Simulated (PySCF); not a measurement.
**One shape, several levels: CH5AlOSi (SMILES [CH2]1O[SiH2][AlH]1)**

We compute a comparison of 6 runs (B3LYP/6-31G*, B3LYP/def2-SVP, BLYP/def2-SVP, M06-L/def2-SVP, PBE0/def2-SVP, SCS-MP2/def2-SVP) of CH5AlOSi. The job is set up through a Python script.

The calculation is run with PySCF 2.14.0.

3 further runs of the same task are left out: 3 set aside as unsound or not needed.

### Step 1. Starting point

The species is CH5AlOSi (9 atoms), meant as a singlet with charge 0. As SMILES, `[CH2]1O[SiH2][AlH]1`. The shape is that of a PBE0-D4/def2-TZVP optimisation.

Bond lengths: C1–O2 1.447 Å, O2–Si3 1.676 Å, C1–Al4 2.001 Å, Si3–Al4 2.424 Å, C1–H5 1.096 Å, C1–H6 1.096 Å, Si3–H7 1.493 Å, Si3–H8 1.493 Å, Al4–H9 1.591 Å. Some angles: C1–O2–Si3 113.4°, O2–C1–Al4 97.8°, O2–Si3–Al4 77.1°, C1–Al4–Si3 71.7°, O2–C1–H5 109.2°, O2–C1–H6 109.2°, Al4–C1–H5 116.8°, Al4–C1–H6 116.7°, O2–Si3–H7 111.1°, O2–Si3–H8 111.0°.

### Step 2. A single-point energy at B3LYP/6-31G(d) (spherical functions) (run 1)

input.py reads:

```python
# [CH2]1O[SiH2][AlH]1
from pyscf import gto, dft

mol = gto.M(
    atom=[
    ('C', (-0.309900, 1.022500, -0.653500)),
    ('O', (0.621100, -0.021300, -1.022900)),
    ('Si', (0.767800, -1.223900, 0.135800)),
    ('Al', (-0.858800, 0.279300, 1.121100)),
    ('H', (-1.090200, 1.097600, -1.420100)),
    ('H', (0.213300, 1.986000, -0.643000)),
    ('H', (2.177700, -1.338300, 0.615000)),
    ('H', (0.422400, -2.560600, -0.433300)),
    ('H', (-1.855100, 0.712400, 2.283700)),
],
    max_memory=1860,
    spin=0,
    basis='6-31g*',
    verbose=3,
)

mf = dft.RKS(mol, xc='b3lyp')
mf.grids.level = 5
mf.conv_tol = 1e-10
mf.kernel()
if not mf.converged:
    mf = mf.newton().run(mf.mo_coeff, mf.mo_occ)

e_final = mf.e_tot
print('Final energy', e_final)
```

Started as:

```
$ OMP_NUM_THREADS=1 python input.py
```

Log:

```text
converged SCF energy = -648.234121096002
Final energy -648.2341210960017
```

Run time: 20 s. Hardware: 1 thread of Intel Xeon at 2.70GHz, shared host; peak memory 0.39 GiB.

### Step 3. A single-point energy at B3LYP/def2-SVP (run 2)

run.py reads:

```python
from pyscf import gto, dft

molecule = gto.Mole()
molecule.atom = [
    ('C', (-0.309900, 1.022500, -0.653500)),
    ('O', (0.621100, -0.021300, -1.022900)),
    ('Si', (0.767800, -1.223900, 0.135800)),
    ('Al', (-0.858800, 0.279300, 1.121100)),
    ('H', (-1.090200, 1.097600, -1.420100)),
    ('H', (0.213300, 1.986000, -0.643000)),
    ('H', (2.177700, -1.338300, 0.615000)),
    ('H', (0.422400, -2.560600, -0.433300)),
    ('H', (-1.855100, 0.712400, 2.283700)),
]
molecule.max_memory = 1860
molecule.verbose = 3
molecule.charge = 0
molecule.basis = 'def2-svp'
molecule.build()

ks = dft.RKS(molecule, xc='b3lyp')
ks.conv_tol = 1e-10
ks.grids.level = 5
ks.kernel()
if not ks.converged:
    ks = ks.newton().run(ks.mo_coeff, ks.mo_occ)

energy = ks.e_tot
print('E = %.10f Eh' % energy)
```

Started as:

```
$ OMP_NUM_THREADS=1 python run.py
```

Log:

```text
converged SCF energy = -648.016586201872
E = -648.0165862019 Eh
```

Run time: 23 s. Hardware: 1 thread of Intel Xeon at 2.70GHz, shared host; peak memory 0.45 GiB.

Runs 3 to 5 aren't shown in full; the table further down has their settings and results.

### Step 4. A single-point energy at SCS-MP2/def2-SVP (run 6)

calc.py reads:

```python
from pyscf import gto, scf, mp

mol = gto.M(
    atom='''
C       -0.309900       1.022500      -0.653500
O        0.621100      -0.021300      -1.022900
Si       0.767800      -1.223900       0.135800
Al      -0.858800       0.279300       1.121100
H       -1.090200       1.097600      -1.420100
H        0.213300       1.986000      -0.643000
H        2.177700      -1.338300       0.615000
H        0.422400      -2.560600      -0.433300
H       -1.855100       0.712400       2.283700
''',
    charge=0,
    basis='def2-svp',
    verbose=3,
    spin=0,
    max_memory=1860,
)

calc0 = scf.RHF(mol)
calc0.conv_tol = 1e-10
calc0.kernel()
if not calc0.converged:
    calc0 = calc0.newton().run(calc0.mo_coeff, calc0.mo_occ)

pt = mp.MP2(calc0, frozen=12).run()
etot = calc0.e_tot + 1.2 * pt.e_corr_os + pt.e_corr_ss / 3
print(f'total energy: {etot:.8f} hartree')
```

Started as:

```
$ OMP_NUM_THREADS=1 python calc.py
```

Log:

```text
converged SCF energy = -646.204761535061
E(RMP2) = -646.680481346204  E_corr = -0.475719811143303
E(SCS-RMP2) = -646.683571352099  E_corr = -0.478809817037939
total energy: -646.68357135 hartree
```

Run time: 2.5 s. Hardware: 1 thread of Intel Xeon at 2.70GHz, shared host; peak memory 0.2 GiB.

### Step 5. All runs side by side

```
run                               level  integration grid  frozen core orbitals  energy (Eh)  dipole moment (D) of the reference  HOMO energy (eV)  LUMO energy (eV)  wall time
  1  B3LYP/6-31G* (spherical functions)                 5                     –  -648.234121                                2.03             -6.69             -2.06       20 s
  2                      B3LYP/def2-SVP                 5                     –  -648.016586                                2.10             -6.78             -2.14       23 s
  3                       BLYP/def2-SVP                 5                     –  -647.928926                                1.85             -5.75             -2.55       27 s
  4                      M06-L/def2-SVP                 5                     –  -647.955092                                2.14             -6.11             -2.35       40 s
  5                       PBE0/def2-SVP                 5                     –  -647.607715                                2.13             -7.00             -1.99       25 s
  6                    SCS-MP2/def2-SVP                 –                    12  -646.683571                                2.74             -9.45              0.79      2.5 s
```

### Step 6. Outcome

```
                                           quantity          value
                                run 6: total energy  -646.68357 Eh
        run 6: dipole moment (Hartree–Fock density)         2.74 D
         run 6: HOMO energy (Hartree–Fock orbitals)       -9.45 eV
         run 6: LUMO energy (Hartree–Fock orbitals)        0.79 eV
       run 6: HOMO–LUMO gap (Hartree–Fock orbitals)       10.24 eV
run 6: correlation energy (12 core orbitals frozen)     -478.8 mEh
```

**Reading.** Over runs 1, 2, 3, 4, 5 the dipole moment (its size) runs from 1.85 D (BLYP/def2-SVP) to 2.14 D (M06-L/def2-SVP). Over runs 1, 2, 3, 4, 5 the HOMO–LUMO gap runs from 3.20 eV (BLYP/def2-SVP) to 5.00 eV (PBE0/def2-SVP). Totals of different functionals can't be ranked against each other. All runs together took 2.3 min, the longest 40 s.
